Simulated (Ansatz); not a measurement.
# ClGeH3O3: small, medium and large basis sets

The task here is to estimate one member of a computed series from the others.

Program: Ansatz 0.2.0, Gaussian basis. Level of theory: one geometry, several basis sets. These are calculated values, not measurements.

Levels to be run: PBE0-D4/def2-SVP; ωB97M-V/def2-SVP; PBE0-D4/def2-QZVPP; ωB97M-V/def2-QZVPP; the functionals' def2-TZVPP values are taken from earlier runs.

**Structure used throughout**

The geometry comes from an earlier relaxation with PBE0-D4 in a triple-zeta def2 set; it is a stationary point, not always the lowest conformer.

SMILES `[OH][Ge]([OH])([OH])[Cl]`, 8 atoms, charge 0, spin multiplicity 1.

Atoms are counted from 1 here; the program's logs count them from 0.

Bond lengths: O1–Ge2 1.748 Å, O1–H6 0.961 Å, Ge2–O3 1.748 Å, Ge2–O4 1.759 Å, Ge2–Cl5 2.128 Å, O3–H7 0.961 Å, O4–H8 0.962 Å. Angles: Ge2–O1–H6 112.6°, O1–Ge2–O3 103.1°, O1–Ge2–O4 112.9°, O1–Ge2–Cl5 112.2°, O3–Ge2–O4 112.8°, O3–Ge2–Cl5 112.3°, O4–Ge2–Cl5 103.8°, Ge2–O3–H7 112.6°, Ge2–O4–H8 111.7°.

The first run:

Contents of in.yaml:

```yaml
crystal:
  periodic: [false, false, false]
  atoms:
    - {symbol: O, position_ang: [-0.914256, 1.183361, 0.837536]}
    - {symbol: Ge, position_ang: [0.079989, 0.137944, -0.149861]}
    - {symbol: O, position_ang: [1.550119, -0.008596, 0.784745]}
    - {symbol: O, position_ang: [-0.676606, -1.414878, -0.479483]}
    - {symbol: Cl, position_ang: [0.430838, 0.952002, -2.084889]}
    - {symbol: H, position_ang: [-1.715888, 1.463078, 0.387930]}
    - {symbol: H, position_ang: [2.238410, -0.488512, 0.316787]}
    - {symbol: H, position_ang: [-0.900405, -1.881300, 0.331437]}
basis:
  gaussian: {orbitals: def2-SVP}
hamiltonian: {xc: pbe0, dispersion: d4}
output: {orbitals: {seedname: orbitals}}
```

Steps of the session up to this table: PBE0-D4 in def2-SVP; ωB97M-V in def2-SVP; PBE0-D4 in def2-QZVPP; ωB97M-V in def2-QZVPP.

One table of the session follows, with a row left open; its other results are not shown here.

It belongs to the step «Density functionals: the series». 

| functional | basis | HOMO (eV) |
| --- | --- | --- |
| PBE0-D4 | def2-SVP | -9.02 |
| PBE0-D4 | def2-TZVPP | -9.26 |
| PBE0-D4 | def2-QZVPP | -9.33 |
| ωB97M-V | def2-SVP | -11.38 |
| ωB97M-V | def2-TZVPP | -11.66 |
| ωB97M-V | def2-QZVPP | ? |

**Question.** Estimate the row for ωB97M-V, def2-QZVPP.

The run gave: HOMO (eV): -11.73. In the column «HOMO (eV)» it is the lowest.
